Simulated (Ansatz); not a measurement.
# CH5ISiTe: the cost of one run

Method: RKS PBE0-D4/def2-SVP, in Ansatz 0.2.0.

**1. The starting structure**

Bond lengths: Te1–C2 2.076 Å, C2–Si3 1.880 Å, Si3–I4 2.523 Å, Te1–H5 1.755 Å, C2–H6 1.115 Å, C2–H7 1.119 Å, Si3–H8 1.410 Å, Si3–H9 1.411 Å. Angles: Te1–C2–Si3 109.1°, Te1–C2–H6 108.3°, Te1–C2–H7 110.1°, Si3–C2–H6 110.8°, Si3–C2–H7 110.7°, H6–C2–H7 107.9°, C2–Te1–H5 92.6°, C2–Si3–I4 106.6°, C2–Si3–H8 108.8°, C2–Si3–H9 108.7°, I4–Si3–H8 110.7°, I4–Si3–H9 109.5°, H8–Si3–H9 112.4°.

As a file:

```xyz
9

Te   -0.7316    2.1940    0.0927
C     0.4900    0.5686    0.5121
Si   -0.3447   -1.0008   -0.0999
I     1.2309   -2.9029    0.4147
H    -0.6199    1.9317   -1.6394
H     1.4676    0.7227   -0.0016
H     0.6854    0.5091    1.6120
H    -1.5642   -1.1652    0.5882
H    -0.5249   -0.9036   -1.4959
```

**2. End point A**

Input file input.yaml:

```yaml
crystal:
  periodic: [false, false, false]
  atoms:
    - { symbol: Te, position_ang: [-0.7316, 2.194, 0.0927] }
    - { symbol: C, position_ang: [0.49, 0.5686, 0.5121] }
    - { symbol: Si, position_ang: [-0.3447, -1.0008, -0.0999] }
    - { symbol: I, position_ang: [1.2309, -2.9029, 0.4147] }
    - { symbol: H, position_ang: [-0.6199, 1.9317, -1.6394] }
    - { symbol: H, position_ang: [1.4676, 0.7227, -0.0016] }
    - { symbol: H, position_ang: [0.6854, 0.5091, 1.612] }
    - { symbol: H, position_ang: [-1.5642, -1.1652, 0.5882] }
    - { symbol: H, position_ang: [-0.5249, -0.9036, -1.4959] }
basis:
  gaussian: { orbitals: def2-SVP }
hamiltonian:
  xc: pbe0
  dispersion: d4
relax:
  f_tol: 0.015
  max_steps: 40
```

Run with:

```bash
$ ansatz run input.yaml --threads 2 --pin off --max-ram 3072MiB --backend cpu --events-out ev --progress --plain --runs-dir out
```

What time and memory should one allow on 2 threads of Arm Neoverse V1, shared host?

About 45 s, with a peak of 0.3 GiB.
